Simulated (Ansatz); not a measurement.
# AsHF (quartet): the correlation ladder, cc-pVTZ

One table from this session's results is given with a row withheld; the runs are named, their logs left out.

Computed with Ansatz 0.2.0, Gaussian basis. Level: cc-pVTZ, core rule «outside noble gas», up to 15 orbitals frozen.

The runs, in order: UHF; CCSD(T) on ROHF; CCSD(T) on UHF; BCCD(T) on ROHF; CCSDT(Q) on ROHF; CCSDT(Q) on UHF; CASSCF and MRCISD+Q, 13 electrons in 9 orbitals; CASSCF and NEVPT2, 13 electrons in 9 orbitals.

7 further runs of the same task are left out: 2 for a known fault of the program, 5 set aside as unsound or not needed. Runs told in other sessions of the task aren't counted.

## The system

The geometry is a PBE0/def2-TZVP stationary point (not a proven minimum). No spin-orbit coupling is included. The filled d shell of As may be among the frozen orbitals whatever the setting's name suggests.

3 atoms, charge 0, spin multiplicity 4.

Atoms are counted from 1 here; the program's logs count them from 0.

Bond lengths: F1–As2 1.800 Å, As2–H3 1.675 Å. Angles: F1–As2–H3 180.0°.

Set-up of the first run:

The input, in.yaml:

```yaml
crystal:
  periodic: [false, false, false]
  atoms:
    - {symbol: F, position_ang: [0.000000, 0.000000, 1.758700]}
    - {symbol: As, position_ang: [0.000000, 0.000000, -0.041600]}
    - {symbol: H, position_ang: [0.000000, 0.000000, -1.717100]}
basis:
  gaussian: {orbitals: cc-pVTZ}
magnetization: {spin_polarized: true, initial_magnetization: 3}
hamiltonian: {xc: hf}
output: {orbitals: {seedname: orbitals}}
```

Command:

```
$ ansatz run in.yaml --threads 1 --pin off --events-out ev --progress --plain --max-ram 4096MiB --backend cpu
```

Among the steps run: UHF; CCSD(T) on ROHF; CCSD(T) on UHF; BCCD(T) on ROHF; CCSDT(Q) on ROHF; CCSDT(Q) on UHF; CASSCF and MRCISD+Q, 13 electrons in 9 orbitals; CASSCF and NEVPT2, 13 electrons in 9 orbitals.

One of the session's tables, all rows but one given; the rest of the session is left out.

| method | from UCCSDT(Q) (meV) |
| --- | --- |
| ROHF | +10628.9 |
| UHF | +10350.4 |
| RMP2 | +709.5 |
| UMP2 | +778.9 |
| RCCSD | +402.8 |
| UCCSD | +381.9 |
| RCCSD(T) | +49.9 |
| UCCSD(T) | +40.4 |
| BCCD(T) | +48.3 |
| RCCSDT | +30.6 |
| UCCSDT | +17.2 |
| RCCSDT(Q) | ? |
| UCCSDT(Q) | 0 |
| CASSCF valence | +9732.7 |
| NEVPT2 valence | +1425.9 |
| MRCISD valence | +932.9 |
| MRCISD+Q valence | +225.0 |

**Question.** Estimate the row for RCCSDT(Q).

As computed: from UCCSDT(Q) (meV): +18.9. In the column «from UCCSDT(Q) (meV)» it lies between UCCSDT (+17.2) and RCCSDT (+30.6).

With the free atoms at the same levels and basis (separate runs), the atomisation energy is 4.117 eV at UCCSDT(Q), 4.112 eV at RCCSD(T), 4.101 eV at UCCSD(T), 1.926 eV at ROHF.

Limits of these values: Restricted and unrestricted rows rest on different reference determinants; a gap between their highest levels can come from leftover correlation error, from unlike frozen cores or from another state.
